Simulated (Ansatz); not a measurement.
Task: a ladder of methods at one geometry of C2H5NTe, SMILES C=C(N)[TeH], with the Ansatz DFT code, driven from Python. Give the script and its output. Use (for the species named): MP2, def2-SVP basis, multiplicity 1. The script varies method: mp2, ccsd, ccsd_t.

```yaml
atoms:
  - { symbol: C, position_ang: [0.1708, 0.9870, -0.7984] }
  - { symbol: C, position_ang: [0.1183, 0.0971, 0.1378] }
  - { symbol: N, position_ang: [0.6287, -1.1968, -0.1260] }
  - { symbol: Te, position_ang: [-0.6162, 0.5528, 2.0427] }
  - { symbol: H, position_ang: [0.5339, 0.8183, -1.8085] }
  - { symbol: H, position_ang: [-0.2891, 2.0290, -0.6148] }
  - { symbol: H, position_ang: [0.6800, -1.9182, 0.6454] }
  - { symbol: H, position_ang: [1.1069, -1.4297, -1.0484] }
  - { symbol: H, position_ang: [-2.2449, 0.0143, 1.5531] }
```

The script, `c2h5nte_methods.py`:
```python
# -*- coding: utf-8 -*-
import ansatz

geometry_ang = [
    ('C', (0.1708, 0.987, -0.7984)),
    ('C', (0.1183, 0.0971, 0.1378)),
    ('N', (0.6287, -1.1968, -0.126)),
    ('Te', (-0.6162, 0.5528, 2.0427)),
    ('H', (0.5339, 0.8183, -1.8085)),
    ('H', (-0.2891, 2.029, -0.6148)),
    ('H', (0.68, -1.9182, 0.6454)),
    ('H', (1.1069, -1.4297, -1.0484)),
    ('H', (-2.2449, 0.0143, 1.5531)),
]
c2h5nte = ansatz.Crystal.molecule()
for symbol, xyz in geometry_ang:
    c2h5nte = c2h5nte.atom(symbol, xyz)

calculation = c2h5nte.calculation().basis(gaussian='def2-SVP')

methods = ['mp2', 'ccsd', 'ccsd_t']
reports = [calculation.correlation(m).run(threads=1, backend='cpu').report for m in methods]
print(f'Hartree-Fock reference {reports[0]["reference_energy_ev"] / 27.211386246:.6f} Ha')
best = reports[-1]['free_energy_ev'] - reports[-1]['reference_energy_ev']
for method, each in zip(methods, reports):
    gained = each['free_energy_ev'] - each['reference_energy_ev']
    print(f'{method:8s} total {each["free_energy_ev"] / 27.211386246:.6f} Ha  correlation {gained:9.4f} eV  ({100 * gained / best:.1f} % of the last)')
```

```console
$ python c2h5nte_methods.py
Hartree-Fock reference -399.917495 Ha
mp2      total -400.481874 Ha  correlation  -15.3575 eV  (90.1 % of the last)
ccsd     total -400.522697 Ha  correlation  -16.4684 eV  (96.6 % of the last)
ccsd_t   total -400.543775 Ha  correlation  -17.0419 eV  (100.0 % of the last)
```

Reading the output:
- The settings weren't tested for convergence.
- The geometry is a force-field or estimated start, not a minimum of this method, and the basis set is short of its limit. A lower total doesn't mark the better method: functionals have no common bound, and MP2 and coupled cluster aren't variational.
- def2 sets replace the cores of elements past krypton by effective core potentials.
- Inner cores stay frozen; a filled d shell under the valence of the heavier atoms is correlated with it.
- Finished in 15 s on 1 thread of Intel(R) Xeon(R) 6975P-C (Granite Rapids), on a shared host, peak memory 0.48 GiB.
